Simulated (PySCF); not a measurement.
# BCl3: the cost of one run

Computed with PySCF 2.14.0. Level: levels as typed in each script, gas phase, geometry from GFN2-xTB.

## Step 1: Starting geometry

SMILES `ClB(Cl)Cl`, 4 atoms, charge 0, spin multiplicity 1.

Bond lengths: Cl1–B2 1.724 Å, B2–Cl3 1.723 Å, B2–Cl4 1.723 Å. Angles: Cl1–B2–Cl3 120.0°, Cl1–B2–Cl4 120.0°, Cl3–B2–Cl4 120.0°.

Coordinates:

```mol
BCl3
  3D, bonds by distance, orders not assigned

  4  3  0  0  0  0  0  0  0  0999 V2000
   -1.7201   -0.1071    0.0000 Cl  0  0
    0.0001    0.0000    0.0000 B   0  0
    0.9528   -1.4361    0.0000 Cl  0  0
    0.7673    1.5432    0.0000 Cl  0  0
  1  2  8  0
  2  3  8  0
  2  4  8  0
M  END
```

## Step 2: Density, bond paths and surface potential (wB97X/def2-tzvp)

Contents of input.py:

```python
import numpy as np
from pyscf import gto, scf, dft
from pyscf.scf import atom_ks, atom_hf
from scipy.linalg import block_diag

def solve(mol, dm0=None, hcore=None):
    mf = (dft.UKS if mol.spin else dft.RKS)(mol, xc='wb97x')
    mf.grids.level = 3
    mf = mf.density_fit(auxbasis='def2-universal-jkfit')
    mf.conv_tol, mf.max_cycle = 1e-8, 80
    if hcore is not None:
        mf.get_hcore = lambda *args: hcore
    mf.kernel(dm0)
    if not mf.converged:
        mf = mf.newton().run(mf.mo_coeff, mf.mo_occ, max_cycle=30)
    assert mf.converged, 'SCF not converged'
    return mf

mol = gto.M(atom='''
Cl    -1.72013    -0.10708     0.00000
B      0.00008     0.00000     0.00000
Cl     0.95279    -1.43612     0.00000
Cl     0.76731     1.54321     0.00000
''', basis='def2-tzvp', charge=0, spin=0, verbose=4)
mf = solve(mol)
mf.analyze()
# spherically averaged free atoms, for the promolecule
atm = atom_ks.get_atm_nrks(mol, xc='wb97x')
pro = block_diag(*[(atm[a[0]][2] * atm[a[0]][3]) @ atm[a[0]][2].T for a in mol._atom])
np.savez('result.npz', e=mf.e_tot, c=mf.mo_coeff, occ=mf.mo_occ, eps=mf.mo_energy, pro=pro, dip=mf.dip_moment(verbose=0), s2=mf.spin_square()[0])
```

On the command line:

```console
$ OMP_NUM_THREADS=1 python input.py
```

Q: Estimate wall time and peak memory on 1 thread of Intel Xeon Platinum 8259CL at 2.50GHz (Skylake/Cascade Lake), shared host.

About 11 s, with a peak of 0.53 GiB.
